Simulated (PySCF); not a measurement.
# C4H6BF: the cost of one run

The runs use PySCF 2.14.0, with density-fitted response routines of our own; the level of theory stands in each step. All values are computed, except where a source is named. Atoms count from 0, in the outputs and in this text.

### 1 The starting structure

12 atoms, charge 0, multiplicity 1; geometry from: GFN2-xTB. The atoms were then displaced at random by about 0.01 Å, so the start is not that level's minimum.

Bonds of the start (Å): C0–C1 1.35, C1–C2 1.45, C2–C3 1.30, C3–B4 1.57, B4–F5 1.33, C0–H6 1.06, C0–H7 1.10, C1–H8 1.06, C2–H9 1.10, C3–H10 1.11, B4–H11 1.16.

### 2 Geometry optimisation at PBE0-D3(BJ)/def2-SVP

The job: settings as JSON, then the geometry in Å.

```
{"job": {"xc": "PBE0", "basis": "def2-SVP", "d3": "d3bj", "grid": 1, "shake": 0.01, "kind": "geom"}, "charge": 0, "multiplicity": 1}
C      2.225050     0.214650    -0.740530
C      0.944680    -0.118060    -0.472590
C      0.077720     0.650460     0.394310
C     -1.143710     0.355300     0.719710
B     -2.022060    -0.857120     0.237550
F     -3.265860    -0.932930     0.693980
H      2.841510    -0.342360    -1.398330
H      2.661990     1.132760    -0.325390
H      0.525100    -1.000260    -0.886760
H      0.555640     1.540210     0.831090
H     -1.681570     1.040880     1.406700
H     -1.678790    -1.711810    -0.468770
```

Started as:

```console
$ OMP_NUM_THREADS=1 python probes_run.py task.json out
```

One launch serves the whole session: the jobs run in the order shown.

**Question.** How long does this first job take on 1 thread of Arm Neoverse V1, shared host, and how much memory does it need?

About 45 s, with a peak of 0.46 GiB.
